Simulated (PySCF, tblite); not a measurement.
# C5H7ClF radical: geometry, infrared bands and EPR parameters

Wanted: the infrared bands and EPR parameters of C5H7ClF radical (`C=C(F)[C@H](C)[CH]Cl`), by calculation.

The runs use tblite 0.8.0 and PySCF 2.14.0, with density-fitted response routines of our own; the level of theory stands in each step. All values are computed, except where a source is named. Atoms are numbered from 0 throughout.

## (1) The starting structure

14 atoms, charge 0, multiplicity 2; geometry from: force field or distance geometry start.

Bonds of the start (Å): C0–C1 1.34, C1–F2 1.36, C1–C3 1.49, C3–C4 1.52, C3–C5 1.48, C5–Cl6 1.80, C0–H7 1.07, C0–H8 1.09, C3–H9 1.13, C4–H10 1.11, C4–H11 1.10, C4–H12 1.11, C5–H13 1.12.

## (2) Relaxing the molecule with GFN2-xTB

What the job is given:

```
{"job": {"kind": "relax", "xc": "GFN2-xTB", "basis": "xTB"}, "charge": 0, "multiplicity": 2}
C      2.030500     0.400500     0.625900
C      1.157800    -0.106600    -0.257200
F      1.546700    -0.895400    -1.291000
C     -0.280700     0.219100    -0.037400
C     -0.995500    -1.098200     0.217000
C     -0.936000     0.935100    -1.159600
Cl    -1.600700     2.461500    -0.474600
H      3.094000     0.257300     0.594300
H      1.647000     1.014700     1.437900
H     -0.368200     0.771700     0.944600
H     -0.333300    -1.765000     0.804800
H     -1.190300    -1.616100    -0.732200
H     -1.929600    -0.956200     0.805300
H     -1.842400     0.377200    -1.500000
```

Started as:

```console
> OMP_NUM_THREADS=1 python probes_run.py task.json out
```

This one command runs all jobs of the session in turn.

The program printed:

```text
step      E/eV     max force
  0    -637.52694    3.057
  1    -637.76115    2.057
  2    -637.93209    1.299
  3    -638.00360    0.922
  4    -638.08359    0.676
  5    -638.11163    0.597
  6    -638.15054    0.439
  7    -638.17138    0.366
  8    -638.19292    0.407
  9    -638.21283    0.466
 10    -638.23416    0.405
 11    -638.25531    0.310
 12    -638.27553    0.330
 13    -638.29483    0.321
 14    -638.31377    0.341
 15    -638.32893    0.298
 16    -638.34036    0.274
 17    -638.35052    0.275
 18    -638.35973    0.257
 19    -638.36719    0.199
 20    -638.37239    0.241
 21    -638.37599    0.205
 22    -638.38019    0.287
 23    -638.38474    0.221
 24    -638.39085    0.133
 25    -638.39268    0.137
 26    -638.39540    0.127
 27    -638.39749    0.126
 28    -638.39986    0.165
 29    -638.40154    0.144
 30    -638.40313    0.111
 31    -638.40490    0.111
 32    -638.40655    0.110
 33    -638.40815    0.097
 34    -638.40928    0.094
 35    -638.41029    0.082
 36    -638.41134    0.069
 37    -638.41231    0.068
 38    -638.41299    0.058
 39    -638.41345    0.053
 40    -638.41390    0.060
 41    -638.41443    0.072
 42    -638.41494    0.065
 43    -638.41531    0.045
 44    -638.41559    0.046
 45    -638.41590    0.045
 46    -638.41621    0.050
 47    -638.41645    0.036
 48    -638.41660    0.029
 49    -638.41673    0.028
 50    -638.41692    0.044
 51    -638.41719    0.049
 52    -638.41749    0.043
 53    -638.41779    0.051
 54    -638.41812    0.057
 55    -638.41854    0.069
 56    -638.41907    0.070
 57    -638.41955    0.070
 58    -638.41994    0.056
 59    -638.42036    0.059
 60    -638.42088    0.077
 61    -638.42139    0.061
 62    -638.42168    0.032
 63    -638.42178    0.026
 64    -638.42185    0.033
 65    -638.42195    0.036
 66    -638.42207    0.028
 67    -638.42215    0.016
 68    -638.42220    0.021
 69    -638.42222    0.014
 70    -638.42227    0.014
 71    -638.42231    0.019
 72    -638.42236    0.021
 73    -638.42241    0.018
 74    -638.42248    0.021
 75    -638.42256    0.021
 76    -638.42266    0.026
 77    -638.42279    0.029
 78    -638.42293    0.029
 79    -638.42307    0.031
 80    -638.42319    0.032
 81    -638.42330    0.028
 82    -638.42341    0.021
 83    -638.42350    0.017
 84    -638.42357    0.014
 85    -638.42361    0.016
 86    -638.42364    0.017
 87    -638.42368    0.018
 88    -638.42377    0.021
 89    -638.42388    0.023
 90    -638.42399    0.025
 91    -638.42406    0.024
 92    -638.42412    0.020
 93    -638.42418    0.020
 94    -638.42425    0.018
 95    -638.42431    0.015
 96    -638.42433    0.011
 97    -638.42435    0.008
```

Wall time 0.58 s (1 thread of Arm Neoverse V1, shared host).

The steps of the relaxation: (not every step is listed)

| step | energy from step 0 (eV) | largest force (eV/Å) |
| --- | --- | --- |
| 0 | 0.0000 | 3.0569 |
| 1 | -0.2342 | 2.0573 |
| 2 | -0.4052 | 1.2988 |
| 3 | -0.4767 | 0.9216 |
| 4 | -0.5566 | 0.6765 |
| 5 | -0.5847 | 0.5968 |
| 6 | -0.6236 | 0.4386 |
| 7 | -0.6444 | 0.3661 |
| 8 | -0.6660 | 0.4069 |
| 16 | -0.8134 | 0.2737 |
| 24 | -0.8639 | 0.1332 |
| 32 | -0.8796 | 0.1095 |
| 40 | -0.8870 | 0.0602 |
| 48 | -0.8897 | 0.0286 |
| 56 | -0.8921 | 0.0697 |
| 64 | -0.8949 | 0.0333 |
| 72 | -0.8954 | 0.0207 |
| 80 | -0.8963 | 0.0325 |
| 88 | -0.8968 | 0.0205 |
| 92 | -0.8972 | 0.0197 |
| 93 | -0.8972 | 0.0197 |
| 94 | -0.8973 | 0.0177 |
| 95 | -0.8974 | 0.0150 |
| 96 | -0.8974 | 0.0108 |
| 97 | -0.8974 | 0.0075 |

Distances of close pairs at the start and the end, largest changes first:

| bond | before (Å) | after (Å) | change (Å) |
| --- | --- | --- | --- |
| C5–Cl6 | 1.800 | 1.692 | -0.108 |
| C5–H13 | 1.117 | 1.076 | -0.041 |
| C3–H9 | 1.130 | 1.093 | -0.037 |
| C4–H12 | 1.113 | 1.086 | -0.027 |
| C1–C3 | 1.491 | 1.513 | +0.022 |
| C0–C1 | 1.341 | 1.320 | -0.021 |
| C4–H10 | 1.108 | 1.087 | -0.021 |
| C0–H8 | 1.088 | 1.073 | -0.015 |

The next job starts from the end point, and lists it.

## (3) Harmonic vibrations with GFN2-xTB

What the job is given:

```
{"job": {"kind": "ir", "xc": "GFN2-xTB", "basis": "xTB"}, "charge": 0, "multiplicity": 2}
C      2.031347     0.583074     0.474654
C      1.018289    -0.015210    -0.123647
F      1.244905    -0.769840    -1.223338
C     -0.448929     0.087814     0.232049
C     -1.088689    -1.302268     0.292754
C     -1.096973     0.931455    -0.806275
Cl    -1.057012     2.616500    -0.658275
H      3.037363     0.474169     0.110539
H      1.877722     1.188900     1.346490
H     -0.518958     0.579486     1.206117
H     -0.591833    -1.905577     1.048669
H     -0.998110    -1.801788    -0.668293
H     -2.142059    -1.216370     0.543959
H     -1.267740     0.549184    -1.797569
```

The program printed:

```text
mode    cm-1     km/mol
  1      45.7      0.40
  2      49.2      2.64
  3     169.3      0.04
  4     204.3      0.14
  5     220.9      1.30
  6     246.2      4.59
  7     325.8      0.98
  8     406.6      0.08
  9     441.2     32.37
 10     554.4     19.61
 11     586.6      6.25
 12     710.3      9.73
 13     803.0      8.15
 14     820.6      0.85
 15     866.4     44.74
 16     924.7     36.91
 17     968.8     11.69
 18    1029.0     40.85
 19    1090.6      3.59
 20    1143.4      0.12
 21    1177.6     10.29
 22    1206.8    124.05
 23    1253.1      4.15
 24    1300.7      9.80
 25    1374.5      0.77
 26    1403.6      3.78
 27    1486.8      6.46
 28    1491.8      6.39
 29    1705.2     86.21
 30    2958.0     19.34
 31    3042.7     22.21
 32    3050.9     20.02
 33    3052.7     13.03
 34    3101.0      3.80
 35    3128.3      0.93
 36    3173.5     13.19
```

It took 0.41 s on 1 thread of Arm Neoverse V1, shared host.

The strongest bands and the atoms that carry them (share of the mass-weighted mode):

| cm⁻¹ | km/mol | atoms |
| --- | --- | --- |
| 441 | 32.4 | H13 54 %, C5 24 % |
| 866 | 44.7 | H7 43 %, H8 34 %, C0 22 % |
| 925 | 36.9 | H8 29 %, F2 24 %, C0 21 %, H7 17 % |
| 1029 | 40.9 | H12 30 %, H9 17 %, C4 13 % |
| 1207 | 124.0 | C1 52 %, C3 14 % |
| 1705 | 86.2 | C1 54 %, C0 40 % |
| 3043 | 22.2 | H10 92 % |
| 3051 | 20.0 | H11 46 %, H12 45 % |

## (4) EPR parameters: B3LYP/pcH-1

Same as in step 3 but for these lines:

```diff
@@ -1,2 +1,2 @@
-{"job": {"kind": "ir", "xc": "GFN2-xTB", "basis": "xTB"}, "charge": 0, "multiplicity": 2}
+{"job": {"kind": "epr", "basis": "pcH-1"}, "charge": 0, "multiplicity": 2}
 C      2.031347     0.583074     0.474654
```

With the program's defaults for keys left out, this is: UKS B3LYP, pcH-1 on C Cl F H, non-relativistic, mean-field spin-orbit, GIAO.

The program printed:

```text
UKS, coarse grid
  cycle   1  E = -754.66203077  |g| = 4.29e-01
  cycle   2  E = -754.60660799  |g| = 5.80e-01
  cycle   3  E = -754.72970603  |g| = 8.67e-02
  cycle   4  E = -754.73251247  |g| = 4.47e-02
  cycle   5  E = -754.73349613  |g| = 1.16e-02
  cycle   6  E = -754.73354899  |g| = 4.77e-03
  cycle   7  E = -754.73356119  |g| = 1.58e-03
  cycle   8  E = -754.73356213  |g| = 6.08e-04
UKS, final grid
  cycle   1  E = -754.73353777  |g| = 6.62e-04
  cycle   2  E = -754.73353765  |g| = 8.81e-04
  cycle   3  E = -754.73353795  |g| = 9.58e-05
  cycle   4  E = -754.73353795  |g| = 3.66e-05
  cycle   5  E = -754.73353796  |g| = 2.31e-05
E = -754.73353796 Eh   <S^2> = 0.7540 (exact 0.7500)
g shifts (ppm)      1          2          3
  rmc          -179       -179       -179
  gc              2         25         34
  oz_so        -519       5254       6774
  total        -697       5100       6628
hyperfine (MHz)  atom isotope    a_iso     a_fc   dipolar eigenvalues
    0   13C       4.62       4.62     -3.28     -2.06      5.34
    1   13C      58.62      58.64     -6.55     -4.08     10.62
    2   19F      -0.46      -0.47     -5.43     -3.90      9.33
    3   13C     -22.11     -22.14     -2.07     -0.30      2.37
    4   13C      18.09      18.10     -1.98     -1.93      3.91
    5   13C     144.25     143.74    -79.50    -78.78    158.28
    6  35Cl       7.20       7.28    -31.99    -21.77     53.76
    7    1H       2.60       2.60     -1.99     -0.99      2.98
    8    1H      -0.70      -0.70     -1.79     -0.24      2.03
    9    1H      22.07      22.04     -5.08     -4.07      9.15
   10    1H       2.60       2.60     -1.93     -1.58      3.50
   11    1H      -1.76      -1.76     -2.96     -2.77      5.73
   12    1H      -1.35      -1.35     -4.29     -2.54      6.83
   13    1H     -53.21     -53.34    -36.26     -2.00     38.26
```

Run time: 77 s. Hardware: 1 thread of Arm Neoverse V1, shared host; peak memory 0.95 GiB.

Principal g values 2.00162, 2.00742, 2.00895; g(iso) = 2.00600, against 2.00232 for a free electron.

Hyperfine couplings; where a row names several nuclei, a(iso) is their mean (it holds for fast rotation or exchange) and the dipolar term the largest among them:

| nuclei | isotope | a(iso) (MHz) | a(iso) (G, at g = 2.0023) | largest dipolar term (MHz) |
| --- | --- | --- | --- | --- |
| C5 | 13C | 144.3 | 51.5 | 158.3 |
| C1 | 13C | 58.6 | 20.9 | 10.6 |
| H13 | 1H | -53.2 | -19.0 | 38.3 |
| C3 | 13C | -22.1 | -7.9 | 2.4 |
| H9 | 1H | 22.1 | 7.9 | 9.2 |
| C4 | 13C | 18.1 | 6.5 | 3.9 |
| Cl6 | 35Cl | 7.2 | 2.6 | 53.8 |
| C0 | 13C | 4.6 | 1.6 | 5.3 |
| H7 | 1H | 2.6 | 0.9 | 3.0 |
| H8 | 1H | -0.7 | -0.2 | 2.0 |
| F2 | 19F | -0.5 | -0.2 | 9.3 |
| H10, H11, H12 | 1H | -0.2 | -0.1 | 6.8 |

Mulliken spin populations:

C0 0.04; C1 0.02; F2 0.00; C3 -0.06; C4 0.01; C5 0.92; Cl6 0.10; H7 0.00; H8 0.00; H9 0.01; H10 0.00; H11 0.00; H12 0.00; H13 -0.04

In first order the couplings over 0.8 MHz of 1H, 35Cl give 32 distinct lines over 35.5 G, if the averaged nuclei exchange fast; the same motion can average rows kept apart here too.

The fields below are evaluated on a grid from the run's orbitals.

ELF in a plane through or near 5 of the atoms.

Ten even steps from ' ' (0.00) to '@' (1.00):
```
                                                        
                              ..                        
                      ..--==++++==::                    
                    --**##%%%%%%%%++..                  
                  ::**%%##====**%%==                    
                  ::**%%##::--**++....                  
                    ..++****########**++::              
            ......        ::==++##%%##++..              
            ::==++==::....==##%%##--                    
          ..==####**++--**==--::++----++##**::          
          ::++**--::**==####::==@@**%%@@@@@@**          
        ..==++**==++%%##++==--**++++**@@@@@@++          
          ::--==****####--    **@@%%++++==--..          
            ..::==++**==    ::@@@@@@##--                
                ......      ::@@@@@@**::                
                              ::++==..                  
                                                        
                                                        
                                                        
                                                        
```
The map spans 11.1 Å across and 10.9 Å up, centred on the molecule. Atoms in the plane (x, y in Å): C0 (-2.1, -0.3), C3 (0.3, 0.1), C4 (1.5, -0.9), Cl6 (0.0, 2.9), H10 (1.2, -1.8).

On the surface of density 0.002 e/bohr³ the electrostatic potential runs, from the 1st to the 99th percentile, from -0.74 V near F2 to 1.02 V near H13.

The spin density lies nearest to C5 63 %; Cl6 15 %; H13 9 %.

## (5) Results

| quantity | value |
| --- | --- |
| strongest single infrared mode (GFN2-xTB) | 1207 cm⁻¹, 124 km/mol |
| zero-point energy (GFN2-xTB) | 65.1 kcal/mol |
| g(iso) (B3LYP) | 2.00600 |
| ⟨S²⟩ | 0.754 (exact 0.75) |
| largest a(iso) (averaged by class) | 13C on C5, 144.3 MHz |
| potential on the surface of density 0.002 e/bohr³, 1st and 99th percentile | -0.74 V and 1.02 V |

The optimisation took 97 steps and gained 0.897 eV; among the close pairs (by a distance rule), C5–Cl6 changed most, from 1.800 to 1.692 Å. No mode is imaginary among the 36: a minimum at this level. The strongest single mode, at 1207 cm⁻¹, moves mainly C1. GFN2-xTB is a fitted tight-binding method: band positions and strengths are rough. Its intensities can rank the bands wrongly. C5 carries the largest spin population, 0.92 e. The isotropic g lies 3.7 ppt above the free-electron value. These values are for one conformer; the search (at its own cheap level) found 2 more, at 0.00, 0.18 kcal/mol (those within 0.05 may be mirror or relabelled copies), and measured spectra average over such forms.
